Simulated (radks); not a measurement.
# The Coulomb parameter U of the 5d shell of Os⁺

One table from this session's results is given with a row withheld; the runs are named, their logs left out.

The numbers are computed with radks (a radial shooting solver on a logarithmic mesh, Libxc functionals) version 1 (scalar-relativistic Kohn-Sham, LDA (Slater exchange, Perdew-Wang correlation), spin-unpolarised, spherical densities, finite nucleus), except any that are marked as measured or tabulated.

### The atom as given

* element: osmium (Z = 76)
* charge: +1
* electrons: 75
* configuration: [Xe] 4f14 5d4.5 6s1 6p1.5
* nuclear rms radius: 5.4126 fm

Set-up of the first run:

Input:

```text
Z 76
configuration [Xe] 4f14 5d4.5 6s1 6p1.5
relativity scalar-relativistic
functional lda,pw
spin unpolarised
nucleus finite rms 5.4126 fm
c 137.035999084
```

Steps of the session up to this table: Start: [Xe] 4f14 5d4.5 6s1 6p1.5.

One table of the session follows, with a row left open; its other results are not shown here.

It belongs to the step «Start: [Xe] 4f14 5d4.5 6s1 6p1.5». From the orbitals of this run (lengths in bohr):

| level | <r> | outermost maximum (interpolated) | 90 % within | nodes |
| --- | --- | --- | --- | --- |
| 4p | 0.4597 | 0.425 | 0.668 | 2 |
| 4d | 0.4892 | 0.435 | 0.732 | 1 |
| 5s | 1.002 | 0.912 | 1.43 | 4 |
| 4f | ? | ? | ? | ? |
| 5p | 1.158 | 1.03 | 1.68 | 3 |
| 5d | 1.648 | 1.32 | 2.53 | 2 |
| 6s | 2.614 | 2.30 | 3.79 | 5 |
| 6p | 3.379 | 2.92 | 4.95 | 4 |

Estimate the missing values for 4f.

As computed: <r>: 0.5558; outermost maximum (interpolated): 0.405; 90 % within: 0.907; nodes: 0. In the column «<r>» it lies between 4d (0.4892) and 5s (1.002).
